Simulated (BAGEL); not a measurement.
**Si2H4ClF (SMILES F[SiH]([SiH3])Cl), step by step**

Aim: a single-point energy (HF/6-31G*), then the energy (NEVPT2(2,2)/6-31G*), then a single-point energy (CASPT2(2,2)/6-31G*) of Si2H4ClF. 

Program for the calculation: BAGEL 1.2.2.

2 further runs of the same task are left out: 2 set aside as unsound or not needed.

### Step 1. The structure to begin with

The species is Si2H4ClF (8 atoms), meant as a singlet with charge 0. SMILES: `F[SiH]([SiH3])Cl`. Geometry: relaxed at PBE0-D4/def2-TZVP.

Bond lengths: F1–Si2 1.597 Å, Si2–Si3 2.339 Å, Si2–Cl4 2.049 Å, Si2–H5 1.481 Å, Si3–H6 1.487 Å, Si3–H7 1.486 Å, Si3–H8 1.485 Å. Some angles: F1–Si2–Si3 109.8°, F1–Si2–Cl4 107.9°, Si3–Si2–Cl4 109.0°, F1–Si2–H5 107.2°, Si3–Si2–H5 115.4°, Cl4–Si2–H5 107.3°, Si2–Si3–H6 110.0°, Si2–Si3–H7 108.3°, Si2–Si3–H8 109.2°, H6–Si3–H7 109.5°.

### Step 2. The energy at HF/6-31G(d) (density fitting with svp-jkfit, spherical functions) (run 1)

Input file input.json:

```json
{ "bagel": [

{
  "title": "molecule",
  "basis": "6-31gs.json",
  "df_basis": "svp-jkfit",
  "angstrom": "false",
  "geometry": [
    { "atom": "F", "xyz": [    -2.51144224,     3.39546179,     0.30462196 ] },
    { "atom": "Si", "xyz": [    -0.72357235,     1.53597128,    -1.26177202 ] },
    { "atom": "Si", "xyz": [     1.01856616,    -1.49855093,     1.43864661 ] },
    { "atom": "Cl", "xyz": [    -2.89902507,    -0.24585148,    -3.92288435 ] },
    { "atom": "H", "xyz": [     1.12741439,     3.12825452,    -2.63106757 ] },
    { "atom": "H", "xyz": [     2.56190549,    -0.24774121,     3.42474877 ] },
    { "atom": "H", "xyz": [     2.65223440,    -3.20081622,    -0.08390573 ] },
    { "atom": "H", "xyz": [    -1.05182156,    -2.97461789,     2.62596342 ] }
  ]
},

{
  "title": "hf"
},

{
  "title": "print",
  "file": "orbitals.molden",
  "orbitals": "true"
}

]}
```

The basis set 6-31G* is read from a file made from the Basis Set Exchange's data (not shown).

The run is started by

```sh
BAGEL_NUM_THREADS=1 BAGEL input.json > input.out
```

Standard output:

```text
* using 1 threads per process

  ===============================================================
  ===============================================================

  *** Geometry ***

  { "atom" : "F", "xyz" : [     -2.511442,      3.395462,      0.304622 ] },
  { "atom" : "Si", "xyz" : [     -0.723572,      1.535971,     -1.261772 ] },
  { "atom" : "Si", "xyz" : [      1.018566,     -1.498551,      1.438647 ] },
  { "atom" : "Cl", "xyz" : [     -2.899025,     -0.245851,     -3.922884 ] },
  { "atom" : "H", "xyz" : [      1.127414,      3.128255,     -2.631068 ] },
  { "atom" : "H", "xyz" : [      2.561905,     -0.247741,      3.424749 ] },
  { "atom" : "H", "xyz" : [      2.652234,     -3.200816,     -0.083906 ] },
  { "atom" : "H", "xyz" : [     -1.051822,     -2.974618,      2.625963 ] },

  Number of auxiliary basis functions:      533

  Since a DF basis is specified, we compute 2- and 3-index integrals:
    o Being stored without compression. Storage requirement is 0.025 GB

  Number of basis functions:       76
  Number of electrons      :       58

    * METHOD: MOLECULE                             0.30

  *** RHF ***

  === Nuclear Repulsion ===
   276.2049831339

      * DIIS with orbital gradients will be used.

  === RHF iteration (6-31gs.json) ===
      0      -1139.02196252          0.01691316           0.09
      1      -1139.13304063          0.01057944           0.09
      2      -1139.18143227          0.00130196           0.09
      3      -1139.18282438          0.00030192           0.08
      4      -1139.18290792          0.00005950           0.08
      5      -1139.18291206          0.00001090           0.08
      6      -1139.18291223          0.00000294           0.09
      7      -1139.18291224          0.00000079           0.09
      8      -1139.18291224          0.00000025           0.09
      9      -1139.18291224          0.00000008           0.08
     10      -1139.18291224          0.00000003           0.08
     11      -1139.18291224          0.00000001           0.09
    * SCF iteration converged.

    * Permanent dipole moment:
           (   -0.774580,     0.149239,    -0.303872) a.u.

    * METHOD: HF                                   1.22

    * METHOD: PRINT                                0.02

  ===============================================================
```

Wall time 1.7 s (1 thread of Arm Neoverse V1, shared host); peak memory 0.15 GiB.

### Step 3. The energy at NEVPT2(2,2)/6-31G(d) (density fitting with svp-jkfit, spherical functions) (run 2)

Input file input.json:

```json
{ "bagel" : [

{
  "title" : "molecule",
  "basis" : "6-31gs.json",
  "df_basis" : "svp-jkfit",
  "geometry" : [
    { "atom" : "F", "xyz" : [    -2.51144224,     3.39546179,     0.30462196 ] },
    { "atom" : "Si", "xyz" : [    -0.72357235,     1.53597128,    -1.26177202 ] },
    { "atom" : "Si", "xyz" : [     1.01856616,    -1.49855093,     1.43864661 ] },
    { "atom" : "Cl", "xyz" : [    -2.89902507,    -0.24585148,    -3.92288435 ] },
    { "atom" : "H", "xyz" : [     1.12741439,     3.12825452,    -2.63106757 ] },
    { "atom" : "H", "xyz" : [     2.56190549,    -0.24774121,     3.42474877 ] },
    { "atom" : "H", "xyz" : [     2.65223440,    -3.20081622,    -0.08390573 ] },
    { "atom" : "H", "xyz" : [    -1.05182156,    -2.97461789,     2.62596342 ] }
  ]
},

{ "title" : "hf" },

{
  "title" : "nevpt2",
  "nstate" : 1,
  "nact" : 2,
  "nclosed" : 28,
  "nspin" : 0,
  "active" : [26, 31],
  "maxiter" : 200,
  "natocc" : "true",
  "ncore" : 16
},

{ "title" : "print", "file" : "orbitals.molden", "orbitals" : "true" }

]}
```

The basis set 6-31G* is read from a file made from the Basis Set Exchange's data (not shown).

The run is started by

```sh
BAGEL_NUM_THREADS=1 BAGEL input.json > input.out
```

Standard output:

```text
* using 1 threads per process

  ===============================================================
  ===============================================================

  *** Geometry ***

  { "atom" : "F", "xyz" : [     -2.511442,      3.395462,      0.304622 ] },
  { "atom" : "Si", "xyz" : [     -0.723572,      1.535971,     -1.261772 ] },
  { "atom" : "Si", "xyz" : [      1.018566,     -1.498551,      1.438647 ] },
  { "atom" : "Cl", "xyz" : [     -2.899025,     -0.245851,     -3.922884 ] },
  { "atom" : "H", "xyz" : [      1.127414,      3.128255,     -2.631068 ] },
  { "atom" : "H", "xyz" : [      2.561905,     -0.247741,      3.424749 ] },
  { "atom" : "H", "xyz" : [      2.652234,     -3.200816,     -0.083906 ] },
  { "atom" : "H", "xyz" : [     -1.051822,     -2.974618,      2.625963 ] },

  Number of auxiliary basis functions:      533

  Since a DF basis is specified, we compute 2- and 3-index integrals:
    o Being stored without compression. Storage requirement is 0.025 GB

  Number of basis functions:       76
  Number of electrons      :       58

    * METHOD: MOLECULE                             0.31

  *** RHF ***

  === Nuclear Repulsion ===
   276.2049831339

      * DIIS with orbital gradients will be used.

  === RHF iteration (6-31gs.json) ===
      0      -1139.02196252          0.01691316           0.08
      1      -1139.13304063          0.01057944           0.08
      2      -1139.18143227          0.00130196           0.08
      3      -1139.18282438          0.00030192           0.08
      4      -1139.18290792          0.00005950           0.08
      5      -1139.18291206          0.00001090           0.08
      6      -1139.18291223          0.00000294           0.08
      7      -1139.18291224          0.00000079           0.08
      8      -1139.18291224          0.00000025           0.08
      9      -1139.18291224          0.00000008           0.08
     10      -1139.18291224          0.00000003           0.08
     11      -1139.18291224          0.00000001           0.08
    * SCF iteration converged.

    * Permanent dipole moment:
           (   -0.774580,     0.149239,    -0.303872) a.u.

    * METHOD: HF                                   1.17

    * freezing 16 orbitals
  ---------------------------
      CASSCF calculation
  ---------------------------

    ==== Active orbitals : =====
         Orbital 26
         Orbital 31
    ============================

    * nstate   :      1
    * nclosed  :     28
    * nact     :      2
    * nvirt    :     46
  === CASSCF iteration (6-31gs.json) ===

    * Using the second-order algorithm

      0  0     -1139.18319780     7.29e-05      0.02

      1  0     -1139.18514471     3.95e-04      0.38

      2  0     -1139.19569338     8.57e-04      0.36

      3  0     -1139.19681450     9.33e-05      0.45

      4  0     -1139.19684079     4.02e-05      0.44

      5  0     -1139.19684188     1.36e-05      0.44

      6  0     -1139.19684195     4.10e-06      0.45

      7  0     -1139.19684196     1.18e-06      0.49

      8  0     -1139.19684196     3.32e-07      0.47

      9  0     -1139.19684196     9.26e-08      0.43

     10  0     -1139.19684196     2.57e-08      0.36

     11  0     -1139.19684196     7.14e-09      0.35

    * Second-order optimization converged. *

     guess   0:   closed 1.                   open ..

  === FCI iteration ===

      0  0     -1139.18276518     7.14e-02      0.00
      1  0     -1139.19681766     2.27e-03      0.00
      2  0 *   -1139.19684196     1.02e-15      0.00

     * ci vector, state   0, <S^2> = 0.0000
       2.     0.9951789172
       .2    -0.0980761067

  === DF-NEVPT2 calculation ===

    * 3-index integral transformation done
    * assembly done

      NEVPT2 correlation energy:   -0.4398990405      0.11

          (+0)     -0.4186528358
          (+0)'    -0.0030145920
          (+1)     -0.0029070275
          (+1)'    -0.0000000000
          (+2)     -0.0001504560
          (-1)     -0.0111029739
          (-1)'     0.0000000000
          (-2)     -0.0040711552

      NEVPT2 total energy:       -1139.6367409969

    * METHOD: NEVPT2                               5.08

    * METHOD: PRINT                                0.02

  ===============================================================
```

Run time: 6.9 s. Hardware: 1 thread of Arm Neoverse V1, shared host; peak memory 0.15 GiB.

### Step 4. The energy at CASPT2(2,2)/6-31G(d) (density fitting with svp-jkfit, spherical functions) (run 3)

Input file input.json:

```json
{ "bagel" : [

{
  "title" : "molecule",
  "basis" : "6-31gs.json",
  "df_basis" : "svp-jkfit",
  "geometry" : [
    { "atom" : "F", "xyz" : [ -2.51144224,  3.39546179,  0.30462196 ] },
    { "atom" : "Si", "xyz" : [ -0.72357235,  1.53597128, -1.26177202 ] },
    { "atom" : "Si", "xyz" : [  1.01856616, -1.49855093,  1.43864661 ] },
    { "atom" : "Cl", "xyz" : [ -2.89902507, -0.24585148, -3.92288435 ] },
    { "atom" : "H", "xyz" : [  1.12741439,  3.12825452, -2.63106757 ] },
    { "atom" : "H", "xyz" : [  2.56190549, -0.24774121,  3.42474877 ] },
    { "atom" : "H", "xyz" : [  2.65223440, -3.20081622, -0.08390573 ] },
    { "atom" : "H", "xyz" : [ -1.05182156, -2.97461789,  2.62596342 ] }
  ]
},
{
  "title" : "hf"
},
{
  "title" : "casscf",
  "nstate" : 1,
  "nact" : 2,
  "nclosed" : 28,
  "active" : [26, 31],
  "maxiter" : 200,
  "natocc" : true
},
{
  "title" : "print",
  "file" : "orbitals.molden",
  "orbitals" : true
},
{
  "title" : "smith",
  "method" : "caspt2",
  "ms" : true,
  "xms" : true,
  "sssr" : true,
  "shift" : 0.2,
  "shift_imag" : true,
  "ncore" : 16
}

]}
```

The basis set 6-31G* is read from a file made from the Basis Set Exchange's data (not shown).

The run is started by

```sh
BAGEL_NUM_THREADS=1 BAGEL input.json > input.out
```

Standard output:

```text
* using 1 threads per process

  ===============================================================
  ===============================================================

  *** Geometry ***

  { "atom" : "F", "xyz" : [     -2.511442,      3.395462,      0.304622 ] },
  { "atom" : "Si", "xyz" : [     -0.723572,      1.535971,     -1.261772 ] },
  { "atom" : "Si", "xyz" : [      1.018566,     -1.498551,      1.438647 ] },
  { "atom" : "Cl", "xyz" : [     -2.899025,     -0.245851,     -3.922884 ] },
  { "atom" : "H", "xyz" : [      1.127414,      3.128255,     -2.631068 ] },
  { "atom" : "H", "xyz" : [      2.561905,     -0.247741,      3.424749 ] },
  { "atom" : "H", "xyz" : [      2.652234,     -3.200816,     -0.083906 ] },
  { "atom" : "H", "xyz" : [     -1.051822,     -2.974618,      2.625963 ] },

  Number of auxiliary basis functions:      533

  Since a DF basis is specified, we compute 2- and 3-index integrals:
    o Being stored without compression. Storage requirement is 0.025 GB

  Number of basis functions:       76
  Number of electrons      :       58

    * METHOD: MOLECULE                             0.32

  *** RHF ***

  === Nuclear Repulsion ===
   276.2049831339

      * DIIS with orbital gradients will be used.

  === RHF iteration (6-31gs.json) ===
      0      -1139.02196252          0.01691316           0.09
      1      -1139.13304063          0.01057944           0.08
      2      -1139.18143227          0.00130196           0.09
      3      -1139.18282438          0.00030192           0.09
      4      -1139.18290792          0.00005950           0.09
      5      -1139.18291206          0.00001090           0.09
      6      -1139.18291223          0.00000294           0.09
      7      -1139.18291224          0.00000079           0.09
      8      -1139.18291224          0.00000025           0.09
      9      -1139.18291224          0.00000008           0.09
     10      -1139.18291224          0.00000003           0.09
     11      -1139.18291224          0.00000001           0.09
    * SCF iteration converged.

    * Permanent dipole moment:
           (   -0.774580,     0.149239,    -0.303872) a.u.

    * METHOD: HF                                   1.24

  ---------------------------
      CASSCF calculation
  ---------------------------

    ==== Active orbitals : =====
         Orbital 26
         Orbital 31
    ============================

    * nstate   :      1
    * nclosed  :     28
    * nact     :      2
    * nvirt    :     46
  === CASSCF iteration (6-31gs.json) ===

    * Using the second-order algorithm

      0  0     -1139.18319780     7.29e-05      0.03

      1  0     -1139.18514471     3.95e-04      0.40

      2  0     -1139.19569338     8.57e-04      0.38

      3  0     -1139.19681450     9.33e-05      0.43

      4  0     -1139.19684079     4.02e-05      0.42

      5  0     -1139.19684188     1.36e-05      0.43

      6  0     -1139.19684195     4.10e-06      0.43

      7  0     -1139.19684196     1.18e-06      0.45

      8  0     -1139.19684196     3.32e-07      0.45

      9  0     -1139.19684196     9.26e-08      0.44

     10  0     -1139.19684196     2.57e-08      0.38

     11  0     -1139.19684196     7.14e-09      0.37

    * Second-order optimization converged. *

     guess   0:   closed 1.                   open ..

  === FCI iteration ===

      0  0     -1139.18276518     7.14e-02      0.00
      1  0     -1139.19681766     2.27e-03      0.00
      2  0 *   -1139.19684196     1.02e-15      0.00

     * ci vector, state   0, <S^2> = 0.0000
       2.     0.9951789172
       .2    -0.0980761067

    * METHOD: CASSCF                               4.82

    * METHOD: PRINT                                0.02

  === SMITH program ===

    * freezing 16 orbitals

    * Approximate memory requirement for SMITH calulation per MPI process:
      o Storage requirement for T-amplitude, lambda, and residual is 0.01 GB
      o Storage requirement for MO integrals is 0.00 GB
    * Calculating and saving rdm4f

    * Zeroth order energy : state  0       -1.0484729084

    * CASPT2 iteration is performed using orthogonal basis

      -------------------------------------------  CASPT2 iteration  ---------------------------------------------------
       #      aibj      arbs      arbi      airj      risj      airs      arst      rist         Etot      error   time
      ------------------------------------------------------------------------------------------------------------------

       0  -0.41714  -0.00511  -0.01132  -0.00338  -0.00024  -0.00264  -0.00000  -0.00000   -0.4398231  0.0012337   0.06
       1  -0.41735  -0.00516  -0.01139  -0.00357  -0.00028  -0.00279   0.00000  -0.00000   -0.4405259  0.0003181   0.05
       2  -0.41736  -0.00516  -0.01140  -0.00358  -0.00028  -0.00279  -0.00000  -0.00000   -0.4405681  0.0000823   0.05
       3  -0.41736  -0.00516  -0.01140  -0.00358  -0.00028  -0.00279  -0.00000  -0.00000   -0.4405705  0.0000217   0.05
       4  -0.41736  -0.00516  -0.01140  -0.00358  -0.00028  -0.00279   0.00000  -0.00000   -0.4405707  0.0000048   0.05
       5  -0.41736  -0.00516  -0.01140  -0.00358  -0.00028  -0.00279  -0.00000  -0.00000   -0.4405707  0.0000010   0.06
       6  -0.41736  -0.00516  -0.01140  -0.00358  -0.00028  -0.00279  -0.00000   0.00000   -0.4405707  0.0000003   0.06

      ------------------------------------------------------------------------------------------------------------------

    * CASPT2 energy : state  0    -1139.6397745515
        w/o shift correction      -1139.6374126440
        reference weight              0.8705586012

    * METHOD: SMITH                                0.58

  ===============================================================
```

Wall time 7.2 s (1 thread of Arm Neoverse V1, shared host); peak memory 0.15 GiB.

### Step 5. What came out

| quantity | value |
| --- | --- |
| run 1, HF/6-31G*: total energy | -1139.18291 Eh |
| run 1, HF/6-31G*: dipole moment | 2.15 D |
| run 1, HF/6-31G*: HOMO energy | -11.32 eV |
| run 1, HF/6-31G*: LUMO energy | 2.95 eV |
| run 1, HF/6-31G*: HOMO–LUMO gap | 14.27 eV |
| run 2, NEVPT2(2,2)/6-31G*: total energy | -1139.63674 Eh |
| run 3, CASPT2(2,2)/6-31G*: total energy | -1139.63977 Eh |
